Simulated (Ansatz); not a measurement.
# NiTe2 (P-3m1): equation of state with a fit from a Python script

Aim: an equation of state with a fit, for NiTe2 (P-3m1), run from a script.

The COD entry's cell or inner coordinates are ideal or old and differ from later refinements, so a difference from it is no clean test against experiment.

All numbers are computed with the Python package of Ansatz 0.2.0. Level of theory: DFT LDA, plane waves, PAW.

**1. Starting point**

It takes space group P-3m1 (No. 164, trigonal). Conventional cell: a = 3.861 Å, b = 3.861 Å, c = 5.297 Å, α = 90.00°, β = 90.00°, γ = 120.00°. Ni (site symmetry -3m) has 6 Te at 2.59 Å as nearest neighbours. Around Te (site symmetry 3m) lie 3 Ni at 2.59 Å.

No structure file is read: the coordinates are typed or built in the script.

**2. The code**

File eos.py:

```python
'''Bulk modulus of NiTe2 from an E(V) curve.'''

import warnings

import ansatz as az
import numpy as np
from scipy.optimize import curve_fit

VECTORS = np.array([
    [3.861, 0.0, 0.0],
    [-1.9305, 3.34372, 0.0],
    [0.0, 0.0, 5.297],
])
SITES = [
    ('Ni', [0.0, 0.0, 0.0], 1.5),
    ('Te', [1 / 3, 2 / 3, 0.25], 0.0),
    ('Te', [2 / 3, 1 / 3, 0.75], 0.0),
]


def on_lattice(cell):
    crystal = az.Crystal(lattice=az.Lattice.of(cell))
    for symbol, position, moment in SITES:
        crystal = crystal.atom(symbol, position, moment=moment or None)
    return crystal

def vinet(v, e0, v0, b0, b1):
    eta = (v / v0) ** (1 / 3)
    return e0 + 2 * b0 * v0 / (b1 - 1) ** 2 * (2 - (5 + 3 * b1 * (eta - 1) - 3 * eta) * np.exp(-1.5 * (b1 - 1) * (eta - 1)))

warnings.simplefilter('ignore', az.DeckWarning)

# uniform scaling of the cell
volumes, energies = [], []
for scale in np.linspace(0.9, 1.1, 9):
    cell = VECTORS * scale ** (1 / 3)
    base = (
        on_lattice(cell).calculation()
        .functional(az.Functional.LDA)
        .spin('collinear')  # two spin channels
        .occupations('fermi_dirac', width=0.1)  # smearing steadies the SCF of a metal
        .basis(470)
        .kpoints(9, 9, 6)
    )
    summary = base.run(threads=1).report
    volumes.append(abs(np.linalg.det(cell)) / len(SITES))
    energies.append(summary['free_energy_ev'] / len(SITES))
    print(f'V = {volumes[-1]:8.4f} A^3/atom  F = {energies[-1]:.5f} eV/atom')

guess = (min(energies), volumes[int(np.argmin(energies))], 0.5, 4.5)
(e0, v0, b0, b1), _ = curve_fit(vinet, np.array(volumes), np.array(energies), p0=guess, maxfev=20000)
print(f'Vinet fit: V0 = {v0:.4f} A^3/atom, B0 = {160.21766 * b0:.1f} GPa, B1 = {b1:.2f}')
print('largest residual', round(1000 * float(np.abs(vinet(np.array(volumes), e0, v0, b0, b1) - energies).max()), 3), 'meV/atom')
```

**3. The input behind the calls**

The engine receives this input (first run):

```yaml
crystal:
  lattice:
    - [3.7277545139623367, 0.0, 0.0]
    - [-1.8638772569811684, 3.228326165093536, 0.0]
    - [0.0, 0.0, 5.11419727025602]
  atoms:
    - { symbol: Ni, position: [0.0, 0.0, 0.0], spin: 1.5 }
    - { symbol: Te, position: [0.3333333333333333, 0.6666666666666666, 0.25] }
    - { symbol: Te, position: [0.6666666666666666, 0.3333333333333333, 0.75] }
basis:
  ecutwfc: 470.0
kpoints:
  mp_grid:
    grid: [9, 9, 6]
hamiltonian:
  xc: lda
magnetization:
  spin_polarized: true
scf:
  occupations:
    method: fermi_dirac
    width: 0.1
```

**4. Launch**

Launch:

```sh
$ python eos.py
```

The program printed:

```text
RunWarning: the starting moments were not kept: the SCF closed with an absolute magnetisation of 4.1e-7 μB, where they sum to 1.5 μB in size (1 site). That is at most 0.1 of that sum. Measured as dr2_m measures the in/out step, that magnetisation stands 2.6e-13 eV from none, at or under the dr2_threshold of 1.0e-7 eV: it is no larger than a step whose dr2_m would equal this threshold. The system [...]
V =  20.5154 A^3/atom  F = -6476.19128 eV/atom
V =  21.0853 A^3/atom  F = -6476.20214 eV/atom
V =  21.6552 A^3/atom  F = -6476.20284 eV/atom
V =  22.2251 A^3/atom  F = -6476.19484 eV/atom
V =  22.7949 A^3/atom  F = -6476.17939 eV/atom
V =  23.3648 A^3/atom  F = -6476.15755 eV/atom
V =  23.9347 A^3/atom  F = -6476.13026 eV/atom
V =  24.5046 A^3/atom  F = -6476.09833 eV/atom
V =  25.0744 A^3/atom  F = -6476.06243 eV/atom
Vinet fit: V0 = 21.4100 A^3/atom, B0 = 98.0 GPa, B1 = 4.72
largest residual 0.013 meV/atom
```

(Warnings from the package without file and line, shortened, repeats left out.)

It took 3.3 min on 1 thread of Arm Neoverse V1, shared host; peak memory 0.64 GiB.

**5. What changed from run to run**

The engine's inputs for some of the other runs:

Run 2, against run 1:

```diff
@@ -3,3 +3,3 @@
-    - [3.7277545139623367, 0.0, 0.0]
-    - [-1.8638772569811684, 3.228326165093536, 0.0]
-    - [0.0, 0.0, 5.11419727025602]
+    - [3.761956007103277, 0.0, 0.0]
+    - [-1.8809780035516386, 3.257945490823975, 0.0]
+    - [0.0, 0.0, 5.161119132252281]
```

Run 3, against run 1:

```diff
@@ -3,3 +3,3 @@
-    - [3.7277545139623367, 0.0, 0.0]
-    - [-1.8638772569811684, 3.228326165093536, 0.0]
-    - [0.0, 0.0, 5.11419727025602]
+    - [3.7955466773899076, 0.0, 0.0]
+    - [-1.8977733386949538, 3.2870358290914736, 0.0]
+    - [0.0, 0.0, 5.207202991487785]
```

Run 6, against run 1:

```diff
@@ -3,3 +3,3 @@
-    - [3.7277545139623367, 0.0, 0.0]
-    - [-1.8638772569811684, 3.228326165093536, 0.0]
-    - [0.0, 0.0, 5.11419727025602]
+    - [3.8929105380085507, 0.0, 0.0]
+    - [-1.9464552690042753, 3.3713553028101395, 0.0]
+    - [0.0, 0.0, 5.340778844815149]
```

**6. The runs side by side**

One row for each of the 9 runs:

```tsv
run	volume (Å³/atom)	energy from run 3 (meV/atom)	SCF cycles	CPU time (s)
1	20.515	11.56	13	20
2	21.085	0.70	13	20
3	21.655	0.00	13	21
4	22.225	8.00	13	21
5	22.795	23.46	14	23
6	23.365	45.30	12	21
7	23.935	72.58	14	23
8	24.505	104.52	15	25
9	25.074	140.41	14	24
```

Energies are free energies F = E - TS of the smeared occupations. 

**7. Results**

| quantity | value |
| --- | --- |
| runs compared | 9 |
| range of energy | 140.41 meV/atom |
| lowest point, volume (Å³/atom) | 21.655 |
| equilibrium volume (fit) | 21.41 Å³/atom |
| bulk modulus (fit) | 98 GPa |

A third-order Birch-Murnaghan fit through the 9 points has its minimum at 21.41 Å³ an atom, 6.1 % below the typed cell, with a bulk modulus of 98 GPa and dB/dP = 4.8. From that minimum the energy rises by 12.4 meV an atom on the compressed side and 141.3 meV on the expanded side. The window is off centre, so dB/dP is rough. Reading the output:
- The SCF didn't keep the moments it started from (some shrank, vanished or turned); what is printed is the state reached.
- Shape and fractional positions are held along the curve, so the bulk modulus is an upper value where they are free to relax, by a factor of two or more in layered or hydrogen-bonded cells.
- Of the deposited cell: the entry's cell lengths or inner coordinates differ somewhat from later room-temperature determinations. The starting moments were not kept in at least one run, so it stands on a weaker or other magnetic state than the one typed.
